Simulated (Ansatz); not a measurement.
# C2H5BO: the cost of one run

The runs use Ansatz 0.2.0; RKS PBE0-D4/def2-SVPD.

1 further run of the same task is left out (set aside as unsound or not needed).

### 1 The system as given

SMILES `CC1BO1`, 9 atoms, charge 0, spin multiplicity 1.

Atoms are counted from 1 here; the program's logs count them from 0.

Bond lengths: C1–C2 1.506 Å, C1–H5 1.109 Å, C1–H6 1.106 Å, C1–H7 1.109 Å, C2–B3 1.528 Å, C2–O4 1.539 Å, C2–H8 1.105 Å, B3–O4 1.342 Å, B3–H9 1.200 Å. Angles: C2–C1–H5 109.0°, C2–C1–H6 112.0°, C2–C1–H7 111.7°, H5–C1–H6 107.8°, H5–C1–H7 107.6°, H6–C1–H7 108.5°, C1–C2–B3 125.4°, C1–C2–O4 115.0°, C1–C2–H8 114.7°, B3–C2–O4 51.9°, B3–C2–H8 119.4°, O4–C2–H8 109.7°, C2–B3–O4 64.5°, C2–B3–H9 159.3°, O4–B3–H9 136.2°, C2–O4–B3 63.6°.

As a file:

```xyz
9
C2H5BO
C     0.08676    0.70570   -0.90098
C     0.09733   -0.53402   -0.04551
B    -0.44726   -0.63107    1.37885
O     0.87134   -0.40296    1.27875
H    -0.64535    0.57154   -1.72277
H    -0.20990    1.60259   -0.32636
H     1.07703    0.89435   -1.36279
H     0.41017   -1.45408   -0.57066
H    -1.24014   -0.75204    2.27147
```

### 2 Relaxation

input.yaml

```yaml
crystal:
  periodic: [false, false, false]
  atoms:
    - { symbol: C, position_ang: [0.086758, 0.705699, -0.900977] }
    - { symbol: C, position_ang: [0.097331, -0.534018, -0.045512] }
    - { symbol: B, position_ang: [-0.44726, -0.631072, 1.378852] }
    - { symbol: O, position_ang: [0.871343, -0.402963, 1.278752] }
    - { symbol: H, position_ang: [-0.64535, 0.571541, -1.72277] }
    - { symbol: H, position_ang: [-0.209897, 1.602593, -0.326359] }
    - { symbol: H, position_ang: [1.077027, 0.894353, -1.362792] }
    - { symbol: H, position_ang: [0.410171, -1.454079, -0.570664] }
    - { symbol: H, position_ang: [-1.240143, -0.752044, 2.27147] }
basis:
  gaussian: { orbitals: def2-SVPD }
hamiltonian:
  xc: pbe0
  dispersion: d4
output:
  forces: true
relax:
  f_tol: 0.003
  max_steps: 120
```

Run with:

```console
> ansatz run input.yaml --threads 1 --pin off --max-ram 2560MiB --backend cpu --events-out ev --progress --plain --runs-dir out
```

**Question.** How long does this run take on 1 thread of AMD EPYC (Zen 3), shared host, and how much memory does it need?

About 91 s, with a peak of 0.22 GiB.
